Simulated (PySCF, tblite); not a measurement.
**C5H11ClOSi2: geometry, infrared bands and NMR shifts**

What infrared bands and NMR shifts should C5H11ClOSi2 (`C=C(C)[C@@H]1C[SiH2]O[Si@@H]1Cl`) show?

Programs: tblite 0.8.0 and PySCF 2.14.0, with density-fitted response routines of our own. Each step states its level of theory. These are calculated values for one molecule in the gas phase, unless marked as measured. Atoms are numbered from 0 throughout.

### 1 The molecule as given

20 atoms, charge 0, multiplicity 1; geometry from: force field or distance geometry start.

Bonds of the start (Å): C0–C1 1.33, C1–C2 1.48, C1–C3 1.48, C3–C4 1.51, C4–Si5 1.84, Si5–O6 1.73, O6–Si7 1.71, Si7–Cl8 2.07, Si7–C3 1.85, C0–H9 1.08, C0–H10 1.08, C2–H11 1.10, C2–H12 1.13, C2–H13 1.13, C3–H14 1.12, C4–H15 1.11, C4–H16 1.12, Si5–H17 1.48, Si5–H18 1.47, Si7–H19 1.48.

### 2 Geometry optimisation with GFN2-xTB

What the job is given:

```
{"job": {"kind": "relax", "xc": "GFN2-xTB", "basis": "xTB"}, "charge": 0, "multiplicity": 1}
C     -2.316700     0.535200    -0.933300
C     -1.228100     0.048700    -0.341200
C     -1.388600    -1.133900     0.525800
C      0.041700     0.756300    -0.613400
C      1.004400    -0.226500    -1.241800
Si     2.119300    -0.894400     0.056600
O      1.782400    -0.016100     1.510400
Si     0.982500     1.349400     0.859400
Cl    -0.164600     2.379100     2.244900
H     -3.277700     0.072300    -0.771100
H     -2.284900     1.403600    -1.582400
H     -0.503500    -1.782500     0.506800
H     -1.738700    -0.864900     1.563400
H     -2.263900    -1.716000     0.100800
H     -0.153100     1.578200    -1.353600
H      1.568400     0.310900    -2.038700
H      0.409100    -1.055200    -1.710800
H      3.528000    -0.685700    -0.329200
H      1.834500    -2.303200     0.345800
H      2.044400     2.255400     0.379300
```

Command:

```console
OMP_NUM_THREADS=1 python probes_run.py task.json out
```

One launch serves the whole session: the jobs run in the order shown.

**Question.** This job is followed by: GFN2-xTB harmonic vibrations, gas phase; GIAO PBE0/pcSseg-1 NMR shielding, non-relativistic, gas phase. What will the session give for the following? strongest single infrared mode (GFN2-xTB); zero-point energy (GFN2-xTB); ¹³C shifts against TMS (PBE0/pcSseg-1); ¹H shifts against TMS (PBE0/pcSseg-1, means over atoms taken as alike); ²⁹Si shifts against TMS (PBE0/pcSseg-1); ¹⁷O shifts against H2O (PBE0/pcSseg-1); ³⁵Cl shifts against HCl (PBE0/pcSseg-1); surface potential, 1st and 99th percentile.

As calculated:

| quantity | value |
| --- | --- |
| strongest single infrared mode (GFN2-xTB) | 779 cm⁻¹, 379 km/mol |
| zero-point energy (GFN2-xTB) | 91.9 kcal/mol |
| ¹³C shifts against TMS (PBE0/pcSseg-1) | 154.7, 116.7, 39.3, 24.2, 16.7 ppm |
| ¹H shifts against TMS (PBE0/pcSseg-1, means over atoms taken as alike) | 5.43, 5.19, 5.13, 5.01, 4.97, 2.46, 1.83, 1.48, 0.99 ppm |
| ²⁹Si shifts against TMS (PBE0/pcSseg-1) | 9.7, -5.7 ppm |
| ¹⁷O shifts against H2O (PBE0/pcSseg-1) | 77.7 ppm |
| ³⁵Cl shifts against HCl (PBE0/pcSseg-1) | 35 ppm |
| surface potential, 1st and 99th percentile | -1.18 V and 1.46 V |

**Reading.** Over 139 steps the energy fell by 0.993 eV; of the close pairs, Si5–O6 changed most, 1.732 to 1.648 Å. No mode is imaginary among the 54: a minimum at this level. The strongest single mode, at 779 cm⁻¹, has its largest shares on H18, Si5 and H17 (the list is cut at 3 atoms). GFN2-xTB is a fitted tight-binding method: band positions and strengths are rough. Its intensities can rank the bands wrongly. C1 (fully substituted alkene carbon) lies farthest downfield among carbon, at 154.7 ppm; the olefinic region. At PBE0/pcSseg-1: Shielding is most anisotropic at C1 (span 250 ppm, paramagnetic term -230 ppm).
